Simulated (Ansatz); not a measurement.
Predict the output of the script below (the Python package of Ansatz (0.2.0)).

Input file `cdte.extxyz`:
```text
2
Lattice="0.0 3.205 3.205 3.205 0.0 3.205 3.205 3.205 0.0" Properties=species:S:1:pos:R:3 pbc="T T T"
Cd    0.00000000    0.00000000    0.00000000
Te    1.60250000    1.60250000    1.60250000
```

`fold_cdte.py`:
```python
import logging
import sys
import warnings

import ansatz

logging.basicConfig(stream=sys.stdout, format="%(name)s: %(message)s")
logger = logging.getLogger("cdte")
logger.setLevel(logging.INFO)

warnings.simplefilter("ignore", ansatz.DeckWarning)

cell = ansatz.Crystal.from_extxyz("cdte.extxyz")

mesh = (4, 4, 4)
rows = []
for repeats in [(1, 1, 1), (1, 2, 1), (2, 2, 1)]:
    model = (
        cell.supercell(*repeats).calculation()
        .functional(ansatz.Functional.PBE)
        .pseudopotentials("paw")
        .basis(16 * ansatz.Ha)
        .occupations(ansatz.OccupationsMethod.COLD, width=20 * ansatz.meV)
        .kpoints(*(k // n for k, n in zip(mesh, repeats)))
    )
    r = model.run(threads=1, pin="off").report
    n = len(r["lattice"]["sites"])
    rows.append((repeats, n, r["free_energy_ev"] / n, r["fermi_energy_ev"], r["n_kpoints"], r["n_symmetry_ops"]))
lines = [",".join(["repeats", "atoms", "F/atom eV", "Fermi level eV", "k-points", "symmetry operations"])] + [",".join(f"{v:.4f}" if isinstance(v, float) else str(v) for v in row) for row in rows]
print("\n".join(lines))
with open("fold.csv", "w") as handle:
    handle.write("\n".join(lines) + "\n")
```

```console
$ python fold_cdte.py
repeats,atoms,F/atom eV,Fermi level eV,k-points,symmetry operations
(1, 1, 1),2,-7617.5972,8.4103,8,24
(1, 2, 1),4,-7617.5972,8.4102,8,12
(2, 2, 1),8,-7617.5972,8.4102,8,16
```

What to keep in mind:
- Total energies depend on the potentials; only differences at equal settings carry meaning.
- The k-point mesh is coarse, and energy and stress weren't tested for convergence.
- Of the deposited cell: the entry's cell lengths or inner coordinates differ somewhat from later room-temperature determinations.
- In a crystal with a gap the Fermi level's place inside it depends on smearing and mesh.
- The starting cell is as deposited in a crystallographic database; the results hold for this polymorph, which needn't be the stable one.
- The count of operations in a supercell holds its pure translations too, and an uneven repeat can lower the point group.
- The whole script took 14 s on 1 thread of Arm Neoverse V1, on a shared host, peak memory 0.55 GiB.

(Lines on the test bed's own set-up are left out of the output.)
